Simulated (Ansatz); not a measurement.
# Ba2Tl5V3O12 (C2) in Ansatz: further runs

Runs on Ba2Tl5V3O12. Level: PBE. Tasks: relaxation of cell and atoms.

All numbers are computed with Ansatz 0.2.0; they aren't measurements. Logs are shortened: lines on timing, memory, paths and dates and some standing lists are left out, and cuts for length are marked.

## Step 1: The structure

Symmetry: C2, No. 5, monoclinic system. Conventional cell: a = 12.980 Å, b = 13.354 Å, c = 6.079 Å, α = 90.00°, β = 109.30°, γ = 90.00°. Around Ba (site symmetry 2) lie 6 O at 2.58 to 2.76 Å. Around Ba (site symmetry 2) lie 8 O at 2.76 to 3.03 Å. V (site symmetry 1) is surrounded by 4 O at 1.72 to 1.75 Å. V (site symmetry 2) has 4 O at 1.71 to 1.76 Å as nearest neighbours. Tl (site symmetry 1) has 3 O at 2.57 to 2.74 Å as nearest neighbours. Tl (site symmetry 2) has 4 O at 2.66 to 2.69 Å as nearest neighbours. Tl (site symmetry 1) is surrounded by 3 O at 2.55 to 2.75 Å. O (site symmetry 1) has 1 V at 1.75 Å as nearest neighbours.

The cell was built by a generator and needn't be a form met in nature.

## Step 2: Relaxation of cell and atoms, PBE, collinear spin, ferromagnetic start, target pressure 2 GPa, at which the enthalpy is minimised

File input.yaml:

```yaml
crystal:
  lattice:
    - [6.48991, -6.67692, -0.04765]
    - [6.48991, 6.67692, -0.04765]
    - [-1.96739, 0.0, 5.7522]
  atoms:
    - { symbol: Ba, position: [0.47917, 0.52083, 0.0] }
    - { symbol: Ba, position: [0.79264, 0.20736, 0.0] }
    - { symbol: V, position: [0.65694, 0.94605, 0.25735], spin: 2.0 }
    - { symbol: V, position: [0.05395, 0.34306, 0.74265], spin: 2.0 }
    - { symbol: V, position: [0.57442, 0.42558, 0.5], spin: 2.0 }
    - { symbol: Tl, position: [0.49835, 0.85629, 0.63726] }
    - { symbol: Tl, position: [0.14371, 0.50165, 0.36274] }
    - { symbol: Tl, position: [0.01508, 0.98492, 0.5] }
    - { symbol: Tl, position: [0.30964, 0.12677, 0.21892] }
    - { symbol: Tl, position: [0.87323, 0.69036, 0.78108] }
    - { symbol: O, position: [0.0039, 0.26325, 0.44275] }
    - { symbol: O, position: [0.59719, 0.60676, 0.67706] }
    - { symbol: O, position: [0.91333, 0.4282, 0.84635] }
    - { symbol: O, position: [0.52536, 0.79943, 0.20594] }
    - { symbol: O, position: [0.68766, 0.41628, 0.31356] }
    - { symbol: O, position: [0.09251, 0.20316, 0.88601] }
    - { symbol: O, position: [0.58372, 0.31234, 0.68644] }
    - { symbol: O, position: [0.79684, 0.90749, 0.11399] }
    - { symbol: O, position: [0.5718, 0.08667, 0.15365] }
    - { symbol: O, position: [0.20057, 0.47464, 0.79406] }
    - { symbol: O, position: [0.73675, 0.9961, 0.55725] }
    - { symbol: O, position: [0.39324, 0.40281, 0.32294] }
hamiltonian:
  xc: pbe
  pseudopotentials: { kind: paw }
magnetization:
  spin_polarized: true
kpoints:
  mp_grid: { grid: [2, 2, 4] }
scf:
  occupations: { method: fermi_dirac, width: 0.05 }
output:
  forces: true
  stress: true
  eigenvalues: true
relax:
  f_tol: 0.01
  max_steps: 40
  cell: { stress_tol: 0.05, p_target: 2.0 }
```

Potentials or basis: Ansatz PAW.

Run with:

```
$ ansatz run input.yaml --threads 8 --pin off --max-ram 20480MiB --backend cpu --events-out ev --progress --plain --runs-dir out
```

Standard output:

```text
Warning: RAYON_NUM_THREADS=8 ignored (pool sized by the plan → 8); use --threads N
Engine: ansatz 0.2.0, aarch64-unknown-linux-gnu
Pseudopotentials: kind: paw
Pseudopotential: Ba, paw, valence charge 10, recommended cutoff 420 eV (normal), Ba.paw.azcp
Pseudopotential: V, paw, valence charge 13, recommended cutoff 420 eV (normal), V.paw.azcp
Pseudopotential: Tl, paw, valence charge 13, recommended cutoff 420 eV (normal), Tl.paw.azcp
Pseudopotential: O, paw, valence charge 6, recommended cutoff 420 eV (normal), O.paw.azcp
Functional definition: PBE
  parameter kappa = 0.804
  parameter beta = 0.06672455060314922
  exchange = pbe_x(kappa = kappa, mu = beta*pi^2/3)
  correlation = pbe_c(beta = beta)
Crystal: 22 atoms, lattice volume = 497.264 Å³
Basis set: ecut = 420 eV, 9759 PW (Γ), exchange–correlation on 128×128×90 points (8 copies of the dense FFT grid, shifted against one another)
Bands: 123, of which v1, the nominal top of the filled ones, is band 98 counted from 1 (97 counted from 0)
Symmetry: 2 space group operations
Space group: C2 (ITA 5), of the structure as read, at distance tolerance 7.9e-5 Å
Magnetic group: BNS 5.13 (UNI 20), of the structure as read, at distance tolerance 7.9e-5 Å
k-points: 9 of 16 (time reversal used)
Non-local potential: Ba, projectors of the file, l = 0: 3, l = 1: 2, l = 2: 2, l = 3: 2
Non-local potential: V, projectors of the file, l = 0: 3, l = 1: 2, l = 2: 3, l = 3: 1
Non-local potential: Tl, projectors of the file, l = 0: 2, l = 1: 2, l = 2: 2, l = 3: 1
Non-local potential: O, projectors of the file, l = 0: 2, l = 1: 2, l = 2: 1
PAW form: soft (Blöchl's): semilocal exchange-correlation on the pseudo side does not see the compensation charge
[... 296 lines left out ...]
  atom   3  V     -0.00967774    -0.00294539     0.00026472
  atom   4  V      0.00967774    -0.00294539    -0.00026472
  atom   5  V     -0.00000000     0.00092871    -0.00000000
  atom   6  Tl     0.00386878     0.00273596    -0.00258864
[... 14 lines left out ...]
  atom  21  O      0.00046412     0.00019370     0.00313434
  atom  22  O      0.00413778    -0.00498668     0.00126505
  max |Σ_I F_I| component: 3.86e-6 eV/Å
--- Stress (GPa, compression-positive) ---
        1.962091       0.000000      -0.012318
        0.000000       1.977990       0.000000
       -0.012318       0.000000       2.008276
  P = ⅓ Tr σ = 1.9828 GPa (19.828 kbar)
--- Band table (eV; the first three rows and the last of 18) ---
  k-point 0 ↑: bands = ["-58.4693", "-58.4343", "-58.4343", "-32.4464", "-32.4333", "-32.4333", "-32.4199", "-32.3919", "-32.3915", "-32.3907", "-32.3558", "-32.3557", "-19.6464", "-19.5995", "-11.4279", "-11.3861", "-11.3295", "-11.2374", "-10.9572", "-10.9508", "-10.9043", "-10.8889", "-10.8390", "-10.8150", "-10.6939", "-10.4839", "-4.9889", "-4.9391", "-4.9346", "-4.8316", "-4.8024", "-4.7333", "-4.5303", "-4.5158", "-4.5147", "-4.4795", "-4.4627", "-4.4423", "-4.4398", "-4.4197", "-4.4018", "-4.3927", "-4.3829", "-4.3738", "-4.3682", "-4.3382", "-4.3246", "-4.1275", "-4.1190", "-4.1135", "-4.0958", "-4.0818", "-4.0736", "-4.0570", "-4.0569", "-4.0397", "-4.0140", "0.1709", "0.2078", "0.4732", "0.6817", "0.8166", "1.7653", "1.9804", "2.0816", "2.0932", "2.2057", "2.2528", "2.2805", "2.3096", "2.4017", "2.4140", "2.5694", "2.6019", "2.7250", "2.8758", "2.8882", "3.0242", "3.1776", "3.2872", "3.3213", "3.3747", "3.5090", "3.6996", "3.7525", "3.8480", "3.9624", "4.0066", "4.1322", "4.1601", "4.2950", "4.4433", "4.4445", "4.5746", "4.5966", "4.7275", "4.9063", "5.0847", "7.7467", "8.4458", "8.4886", "8.6145", "8.7004", "8.7368", "8.8346", "9.0925", "9.2347", "9.3157", "9.5931", "9.6657", "9.8683", "9.9379", "10.0160", "10.0525", "10.1238", "10.3937", "10.4058", "10.6933", "10.8282", "10.9831", "11.0729", "11.3011", "11.3639"]
  k-point 1 ↑: bands = ["-58.4693", "-58.4343", "-58.4343", "-32.4465", "-32.4333", "-32.4333", "-32.4199", "-32.3919", "-32.3915", "-32.3907", "-32.3558", "-32.3557", "-19.6453", "-19.5980", "-11.4996", "-11.3804", "-11.3292", "-11.1861", "-10.9619", "-10.9541", "-10.9068", "-10.8723", "-10.8345", "-10.7904", "-10.7166", "-10.4891", "-4.9614", "-4.9387", "-4.9202", "-4.8469", "-4.8051", "-4.7438", "-4.5216", "-4.5170", "-4.5093", "-4.4765", "-4.4632", "-4.4507", "-4.4365", "-4.4101", "-4.4058", "-4.3995", "-4.3882", "-4.3779", "-4.3636", "-4.3454", "-4.3270", "-4.1293", "-4.1208", "-4.1177", "-4.0955", "-4.0840", "-4.0751", "-4.0642", "-4.0421", "-4.0360", "-4.0145", "0.1143", "0.2022", "0.4653", "0.5335", "0.8797", "1.8686", "1.9456", "1.9976", "2.0931", "2.1979", "2.2527", "2.3088", "2.3470", "2.3817", "2.4438", "2.5801", "2.6085", "2.7397", "2.9183", "2.9729", "3.0043", "3.0835", "3.2833", "3.4021", "3.4497", "3.5552", "3.6009", "3.7174", "3.8670", "3.9967", "4.0800", "4.1400", "4.2094", "4.3202", "4.3368", "4.5437", "4.5523", "4.6469", "4.7687", "4.8660", "5.0048", "7.9809", "8.2664", "8.3647", "8.5699", "8.7101", "8.7690", "8.8348", "8.9909", "9.1076", "9.2729", "9.5842", "9.6599", "9.7752", "9.9677", "9.9915", "10.0069", "10.1908", "10.3258", "10.4037", "10.6896", "10.7137", "10.8547", "10.9552", "11.3545", "11.5499"]
  k-point 2 ↑: bands = ["-58.4694", "-58.4343", "-58.4343", "-32.4465", "-32.4333", "-32.4333", "-32.4199", "-32.3919", "-32.3915", "-32.3907", "-32.3558", "-32.3557", "-19.6441", "-19.5965", "-11.5551", "-11.3864", "-11.3079", "-11.1590", "-10.9671", "-10.9193", "-10.9058", "-10.8898", "-10.8483", "-10.7502", "-10.7487", "-10.4904", "-4.9520", "-4.9201", "-4.9090", "-4.8610", "-4.8094", "-4.7483", "-4.5184", "-4.5170", "-4.4951", "-4.4731", "-4.4648", "-4.4579", "-4.4386", "-4.4150", "-4.4064", "-4.4027", "-4.3911", "-4.3808", "-4.3588", "-4.3505", "-4.3287", "-4.1282", "-4.1251", "-4.1249", "-4.0938", "-4.0840", "-4.0736", "-4.0657", "-4.0391", "-4.0319", "-4.0142", "0.0238", "0.2411", "0.3307", "0.6350", "0.8177", "1.8913", "1.9358", "2.0814", "2.1103", "2.1907", "2.2028", "2.2758", "2.3617", "2.3850", "2.5502", "2.5507", "2.5867", "2.7613", "2.9196", "2.9874", "3.0084", "3.1232", "3.2456", "3.3009", "3.3932", "3.5363", "3.6663", "3.7663", "3.9462", "4.0392", "4.0985", "4.1735", "4.3027", "4.3360", "4.4249", "4.5073", "4.5717", "4.6847", "4.7785", "4.7839", "4.9159", "8.1466", "8.2289", "8.4309", "8.4955", "8.6434", "8.7578", "8.8862", "8.9814", "9.1121", "9.2576", "9.4247", "9.4662", "9.8098", "9.8683", "9.9262", "9.9331", "10.0818", "10.2348", "10.5048", "10.5262", "10.6258", "10.6656", "10.8776", "11.4698", "11.6539"]
  k-point 8 ↓: bands = ["-58.4694", "-58.4343", "-58.4343", "-32.4465", "-32.4333", "-32.4333", "-32.4199", "-32.3919", "-32.3915", "-32.3907", "-32.3558", "-32.3557", "-19.6437", "-19.5970", "-11.5531", "-11.3816", "-11.3082", "-11.1554", "-10.9941", "-10.9238", "-10.9141", "-10.8895", "-10.8448", "-10.7443", "-10.7274", "-10.4915", "-4.9568", "-4.9289", "-4.8978", "-4.8643", "-4.7941", "-4.7336", "-4.5192", "-4.4933", "-4.4920", "-4.4868", "-4.4734", "-4.4569", "-4.4473", "-4.4260", "-4.4039", "-4.4028", "-4.3862", "-4.3788", "-4.3719", "-4.3537", "-4.3190", "-4.1289", "-4.1280", "-4.1220", "-4.1008", "-4.0848", "-4.0800", "-4.0613", "-4.0415", "-4.0289", "-4.0224", "-0.1218", "0.1916", "0.3719", "0.7701", "0.9615", "1.9628", "1.9844", "2.0486", "2.1241", "2.1506", "2.2146", "2.2711", "2.2907", "2.3516", "2.4989", "2.6054", "2.6553", "2.7721", "2.8553", "3.0059", "3.0089", "3.0522", "3.2303", "3.3331", "3.3891", "3.6279", "3.7022", "3.8124", "3.8644", "3.8790", "4.0638", "4.1842", "4.2436", "4.3029", "4.3406", "4.4478", "4.5948", "4.6966", "4.7666", "4.9064", "4.9085", "8.2325", "8.2399", "8.3230", "8.6200", "8.6793", "8.7044", "8.8930", "8.9719", "9.1260", "9.3834", "9.3993", "9.4526", "9.7521", "9.8485", "10.0640", "10.0659", "10.1724", "10.1825", "10.4262", "10.4857", "10.7439", "10.8186", "11.0869", "11.0959", "11.5708"]
--- Relaxed structure (12 steps of the walk, 11 accepted, 2 SCFs on fresh bases) ---
  F+E_penalty+E_count = -84681.14882325 eV   max|allowed force component| = 9.678e-3 eV/Å   (the final SCF, on the basis selected at the relaxed cell)
  cell:  # Å, volume = 447.1166 Å³
    - [6.232769610776365, -6.280788124414944, -0.0787342363926303]
    - [6.232769610776365, 6.280788124414944, -0.0787342363926303]
    - [-1.9171160993831493, 0.0, 5.734999676291838]
  atoms:
    - { symbol: Ba, position: [0.4802741189298595, 0.5197258810701405, 1.734723475976807e-18] }
    - { symbol: Ba, position: [0.8013586199890932, 0.19864138001090675, 1.734723475976807e-18] }
    - { symbol: V, position: [0.6572952929710948, 0.943620243243619, 0.27432803370071185] }
    - { symbol: V, position: [0.05637975675638092, 0.34270470702890504, 0.725671966299288] }
    - { symbol: V, position: [0.5753333922521966, 0.4246666077478035, 0.49999999999999994] }
    - { symbol: Tl, position: [0.4746950444489045, 0.8661052952624403, 0.6494270101741436] }
    - { symbol: Tl, position: [0.13389470473755988, 0.5253049555510956, 0.3505729898258564] }
    - { symbol: Tl, position: [0.03618296175574491, 0.9638170382442554, 0.49999999999999994] }
    - { symbol: Tl, position: [0.2970081621924831, 0.1184529103426147, 0.22382022890931183] }
    - { symbol: Tl, position: [0.8815470896573855, 0.7029918378075172, 0.7761797710906881] }
    - { symbol: O, position: [0.012627033416801756, 0.25601943656204534, 0.4267817571519189] }
    - { symbol: O, position: [0.5942257840451524, 0.6136560509512, 0.680325419007228] }
    - { symbol: O, position: [0.902540344649081, 0.4230228066725578, 0.8259061772612489] }
    - { symbol: O, position: [0.5068131934051822, 0.8052835416959557, 0.2233225784160854] }
    - { symbol: O, position: [0.6982553258067394, 0.4213660388457418, 0.31909675724929626] }
    - { symbol: O, position: [0.10988416960101818, 0.19896711988717666, 0.8746322572430725] }
    - { symbol: O, position: [0.5786339611542582, 0.30174467419326073, 0.6809032427507037] }
    - { symbol: O, position: [0.8010328801128233, 0.8901158303989818, 0.12536774275692744] }
    - { symbol: O, position: [0.576977193327442, 0.09745965535091897, 0.17409382273875118] }
    - { symbol: O, position: [0.19471645830404416, 0.4931868065948178, 0.7766774215839146] }
    - { symbol: O, position: [0.7439805634379546, 0.9873729665831983, 0.5732182428480808] }
    - { symbol: O, position: [0.38634394904879993, 0.4057742159548477, 0.31967458099277174] }
```

Run time: 4.7 min. Hardware: 8 threads of Arm Neoverse V2, shared host; peak memory 2.6 GiB.

Results:

| Item | Value |
| --- | --- |
| Free energy | -84681.1488 eV |
| Relaxed volume | 20.32 Å³/atom |
| Relaxed cell | a = 8.849 Å, b = 8.849 Å, c = 6.047 Å, α = 103.40°, β = 103.40°, γ = 90.44° |
| Space group after relaxing (to 0.05 Å) | C2 (No. 5) |
| Energy change on relaxing (the enthalpy is what falls) | +12.6 meV/atom |
| Ionic steps | 13 |
| Pressure after relaxing | 2.0 GPa |
| Largest force after relaxing | 0.010 eV/Å |
| Band gap on the k mesh | 2.66 eV, direct |
| Net moment | 0.00 μB per cell |
| Absolute moment | 0.00 μB per cell |

Forces on the atoms (eV/Å):
```
Ba   0.000  0.007  0.000
Ba   0.000 -0.001  0.000
V   -0.010 -0.003  0.000
V    0.010 -0.003  0.000
V    0.000  0.001  0.000
Tl   0.004  0.003 -0.003
Tl  -0.004  0.003  0.003
Tl   0.000  0.001  0.000
Tl  -0.001  0.001 -0.002
Tl   0.001  0.001  0.002
O    0.000  0.000 -0.003
O   -0.004 -0.005 -0.001
O   -0.005  0.006  0.002
O    0.003 -0.003  0.000
O    0.000 -0.001  0.000
O   -0.001 -0.002  0.002
O    0.000 -0.001  0.000
O    0.001 -0.002 -0.002
O    0.005  0.006 -0.002
O   -0.003 -0.003  0.000
O    0.000  0.000  0.003
O    0.004 -0.005  0.001
```

Step by step:
```
step  energy change (eV)  largest force (eV/Å)  volume (Å³)
   1              0.0000                0.0050       497.26
   2              0.0493                0.1271       470.94
   3              0.0963                0.1160       461.37
   4              0.1916                0.1583       450.27
   5              0.1782                0.0383       451.34
   6              0.1767                0.0483       451.39
   7              0.1767                0.0119       451.33
   8              0.2279                0.0118       451.33
   9              0.2752                0.0281       446.54
  10              0.2668                0.0154       447.30
  11              0.2675                0.0218       447.22
  12              0.2685                0.0100       447.12
  13              0.2772                0.0101       447.12
```

Final structure:
```yaml
crystal:
  lattice:
    - [6.23277, -6.28079, -0.07873]
    - [6.23277, 6.28079, -0.07873]
    - [-1.91712, 0.00000, 5.73500]
  atoms:
    - { symbol: Ba, position: [0.48027, 0.51973, 0.00000] }
    - { symbol: Ba, position: [0.80136, 0.19864, 0.00000] }
    - { symbol: V, position: [0.65730, 0.94362, 0.27433] }
    - { symbol: V, position: [0.05638, 0.34270, 0.72567] }
    - { symbol: V, position: [0.57533, 0.42467, 0.50000] }
    - { symbol: Tl, position: [0.47470, 0.86611, 0.64943] }
    - { symbol: Tl, position: [0.13389, 0.52530, 0.35057] }
    - { symbol: Tl, position: [0.03618, 0.96382, 0.50000] }
    - { symbol: Tl, position: [0.29701, 0.11845, 0.22382] }
    - { symbol: Tl, position: [0.88155, 0.70299, 0.77618] }
    - { symbol: O, position: [0.01263, 0.25602, 0.42678] }
    - { symbol: O, position: [0.59423, 0.61366, 0.68033] }
    - { symbol: O, position: [0.90254, 0.42302, 0.82591] }
    - { symbol: O, position: [0.50681, 0.80528, 0.22332] }
    - { symbol: O, position: [0.69826, 0.42137, 0.31910] }
    - { symbol: O, position: [0.10988, 0.19897, 0.87463] }
    - { symbol: O, position: [0.57863, 0.30174, 0.68090] }
    - { symbol: O, position: [0.80103, 0.89012, 0.12537] }
    - { symbol: O, position: [0.57698, 0.09746, 0.17409] }
    - { symbol: O, position: [0.19472, 0.49319, 0.77668] }
    - { symbol: O, position: [0.74398, 0.98737, 0.57322] }
    - { symbol: O, position: [0.38634, 0.40577, 0.31967] }
```

Caveat: the plane-wave basis is chosen anew once the cell has moved, so the energies of steps on either side of that aren't comparable; the pressure holds a Pulay correction of +0.3 GPa for the finite cutoff; spin-orbit coupling is left out, which as a rule narrows the gap of such compounds by several tenths of an eV; the starting moments weren't kept.

[end of part 1 of 2]
